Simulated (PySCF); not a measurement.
# C7H7S: the cost of one run

Programs: PySCF 2.14.0, with routines of our own; each step states its level. All values are computed. Atoms count from 0.

## 1. The starting structure

15 atoms, charge 0, multiplicity 2; geometry from: GFN2-xTB.

## 2. Open-shell or spin-flip excitations: unrestricted TDDFT PBE0/def2-SVPD

What the job is given:

```
{"job": {"kind": "uabs", "xc": "PBE0", "basis": "def2-SVPD", "nstates": 10, "tda": false}, "charge": 0, "multiplicity": 2}
C     -2.245787    -0.207824     0.004133
C     -0.758150    -0.066567     0.013144
C      0.060988    -1.185230     0.167948
C      1.431907    -1.067967     0.161400
C      2.029400     0.188233    -0.006077
S      3.740211     0.345024    -0.014711
C      1.211566     1.314562    -0.166498
C     -0.158042     1.181461    -0.155778
H     -2.559385    -1.053396     0.612137
H     -2.594898    -0.380805    -1.015149
H     -2.725772     0.695895     0.372629
H     -0.390364    -2.158939     0.295595
H      2.061586    -1.935698     0.284953
H      1.671738     2.282040    -0.296575
H     -0.779413     2.057202    -0.279062
```

With the program's defaults for keys left out, this is: unrestricted TDDFT PBE0/def2-SVPD, vertical, gas phase, core orbitals frozen in the response.

Command:

```sh
> OMP_NUM_THREADS=1 python excited_run.py task.json out
```

The driver reads the jobs from task.json and runs them one after another.

Q: Estimate the wall time and peak memory of this first job on 1 thread of Arm Neoverse N1, shared host.

About 2.9 min, with a peak of 0.81 GiB.
